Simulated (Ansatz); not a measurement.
HfPbO3 from HfO2 and PbO, a reaction energy

With Ansatz 0.2.0, Python API.

Notebook, run cell by cell (the value of a cell's last expression is shown):

In [1]:
```python
from collections import Counter
import warnings

import ansatz
from ase import Atoms
import numpy as np
from pymatgen.analysis.reaction_calculator import ComputedReaction
from pymatgen.entries.computed_entries import ComputedEntry
```

In [2]:
```python
def run_phase(name, crystal):
    calc = crystal.calculation()
    calc = calc.functional("lda")
    calc = calc.pseudopotentials("nc")
    calc = calc.kpoints(spacing=0.52)
    calc = calc.occupations("fixed").stress()
    calc = calc.relax(force_tolerance=0.03, max_steps=40, cell=True)
    return calc.run(threads=1, backend="cpu")


def counts(outcome):
    return Counter(site.symbol for site in outcome.lattice.sites)


def volume_per_atom(outcome):
    return abs(np.linalg.det(outcome.lattice.cell_ang)) / len(outcome.lattice.sites)
```

In [3]:
```python
warnings.simplefilter("ignore", ansatz.DeckWarning)

phases = {}
hfpbo3_pm_3m = (
    ansatz.Lattice.of([4.155481, 0.0, 0.0], [0.0, 4.155481, 0.0], [0.0, 0.0, 4.155481])
    .atom("Hf", [0.5, 0.5, 0.5])
    .atom("Pb", [0.0, 0.0, 0.0])
    .atom("O", [0.0, 0.5, 0.5])
    .atom("O", [0.5, 0.0, 0.5])
    .atom("O", [0.5, 0.5, 0.0])
)
phases["HfPbO3 Pm-3m"] = hfpbo3_pm_3m
hfo2_fm_3m = (
    ansatz.Lattice.fcc(5.115)
    .space_group(225)
    .atom("Hf", [0.0, 0.0, 0.0])
    .atom("O", [0.25, 0.75, 0.75])
    .primitive()
)
phases["HfO2 Fm-3m"] = hfo2_fm_3m
atoms = Atoms(
    ["Pb", "Pb", "O", "O"],
    scaled_positions=[
        [0.0, 0.5, 0.24],
        [0.5, 0.0, 0.76],
        [0.0, 0.0, 0.0],
        [0.5, 0.5, 0.0],
    ],
    cell=[
        [3.99, 0.0, 0.0],
        [0.0, 3.99, 0.0],
        [0.0, 0.0, 5.01],
    ],
    pbc=True,
)
pbo_p4_nmm = ansatz.Crystal.from_ase(atoms)
phases["PbO P4/nmm"] = pbo_p4_nmm
```

In [4]:
```python
done = {}
for name, crystal in phases.items():
    done[name] = run_phase(name, crystal)
    print(f"{name}: {done[name].report['energy_sigma0_ev']:.4f} eV, {len(done[name].lattice.sites)} atoms")

entry = {name: ComputedEntry(dict(counts(o)), o.report["energy_sigma0_ev"]) for name, o in done.items()}
reaction = ComputedReaction([entry["HfO2 Fm-3m"], entry["PbO P4/nmm"]], [entry["HfPbO3 Pm-3m"]])
reaction.normalize_to(entry["HfPbO3 Pm-3m"].composition.reduced_composition)
print(reaction)
print("energy per formula unit of the product:", round(reaction.calculated_reaction_energy, 4), "eV")
for name, o in done.items():
    print(f"  {name:18s} {volume_per_atom(o):7.3f} A^3/atom")
```
```text
HfPbO3 Pm-3m: -4802.0723 eV, 5 atoms
HfO2 Fm-3m: -2441.1401 eV, 3 atoms
PbO P4/nmm: -4722.1682 eV, 4 atoms
HfO2 + PbO -> HfPbO3
energy per formula unit of the product: 0.1519 eV
  HfPbO3 Pm-3m        13.428 A^3/atom
  HfO2 Fm-3m          10.181 A^3/atom
  PbO P4/nmm          19.081 A^3/atom
```

What to keep in mind:
- The settings weren't tested for convergence.
- No spin polarisation was allowed.
- Spin-orbit coupling, which matters for elements this heavy, is left out.
- The cells come from databases of deposited and of computed structures, and not all need be stable phases.
- The reactants and the product are the structures named, not necessarily the lowest of each compound, so sign and change of volume hang on that choice. A semilocal functional's error on such energies is often 0.05 to 0.1 eV an atom, and 0.1 to 0.3 eV against gases such as O2 or F2.
- The whole script took 33 s on 1 thread of Arm Neoverse V2, with other jobs on the host, peak memory 0.59 GiB.
